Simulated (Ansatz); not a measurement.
**GaH₄NSe: basis-set convergence**

An exercise on one series of results from a longer session: the logs are not shown, and one member is left open.

Method: one geometry, several basis sets; program: Ansatz 0.2.0, Gaussian basis.

The runs, in order: PBE0-D4/def2-SVP; ωB97M-V/def2-SVP; PBE0-D4/def2-QZVPP; ωB97M-V/def2-QZVPP; the functionals' def2-TZVPP values are taken from earlier runs.

## The relaxed structure

All runs share one geometry, relaxed beforehand with PBE0-D4 in a triple-zeta def2 set.

SMILES `[NH2][GaH][SeH]`, 7 atoms, charge 0, spin multiplicity 1.

Atoms are counted from 1 here; the program's logs count them from 0.

Bond lengths: N1–Ga2 1.809 Å, N1–H4 1.005 Å, N1–H5 1.005 Å, Ga2–Se3 2.330 Å, Ga2–H6 1.554 Å, Se3–H7 1.468 Å. Angles: Ga2–N1–H4 124.2°, Ga2–N1–H5 123.5°, H4–N1–H5 112.3°, N1–Ga2–Se3 115.0°, N1–Ga2–H6 121.8°, Se3–Ga2–H6 123.2°, Ga2–Se3–H7 92.2°.

As a file:

```mol
GaH4NSe
  3D, bonds by distance, orders not assigned

  7  6  0  0  0  0  0  0  0  0999 V2000
   -1.0980    0.4687   -0.9123 N   0  0
    0.0683    0.1764    0.4390 Ga  0  0
    1.6883   -1.4417    0.0087 Se  0  0
   -1.0784   -0.0184   -1.7912 H   0  0
   -1.8457    1.1389   -0.8646 H   0  0
   -0.0174    0.9578    1.7797 H   0  0
    2.2829   -1.2816    1.3407 H   0  0
  1  2  8  0
  2  3  8  0
  1  4  8  0
  1  5  8  0
  2  6  8  0
  3  7  8  0
M  END
```

Set-up of the first run:

in.yaml reads:

```yaml
crystal:
  periodic: [false, false, false]
  atoms:
    - {symbol: N, position_ang: [-1.098035, 0.468725, -0.912285]}
    - {symbol: Ga, position_ang: [0.068266, 0.176417, 0.438996]}
    - {symbol: Se, position_ang: [1.688317, -1.441728, 0.008674]}
    - {symbol: H, position_ang: [-1.078391, -0.018421, -1.791225]}
    - {symbol: H, position_ang: [-1.845658, 1.138872, -0.864577]}
    - {symbol: H, position_ang: [-0.017418, 0.957760, 1.779670]}
    - {symbol: H, position_ang: [2.282908, -1.281615, 1.340747]}
basis:
  gaussian: {orbitals: def2-SVP}
hamiltonian: {xc: pbe0, dispersion: d4}
output: {orbitals: {seedname: orbitals}}
```

On the command line:

```bash
$ ansatz run in.yaml --threads 2 --pin off --events-out ev --progress --plain --max-ram 4352MiB
```

Among the steps run: PBE0-D4 in def2-SVP; ωB97M-V in def2-SVP; PBE0-D4 in def2-QZVPP; ωB97M-V in def2-QZVPP.

One of the session's tables, all rows but one given; the rest of the session is left out.

It belongs to the step «Density functionals: the series». 

| functional | basis | HOMO (eV) |
| --- | --- | --- |
| PBE0-D4 | def2-SVP | ? |
| PBE0-D4 | def2-TZVPP | -6.92 |
| PBE0-D4 | def2-QZVPP | -6.95 |
| ωB97M-V | def2-SVP | -8.88 |
| ωB97M-V | def2-TZVPP | -9.08 |
| ωB97M-V | def2-QZVPP | -9.11 |

**Question.** Estimate the row for PBE0-D4, def2-SVP.

**Answer.** HOMO (eV): -6.74. In the column «HOMO (eV)» it is the highest.
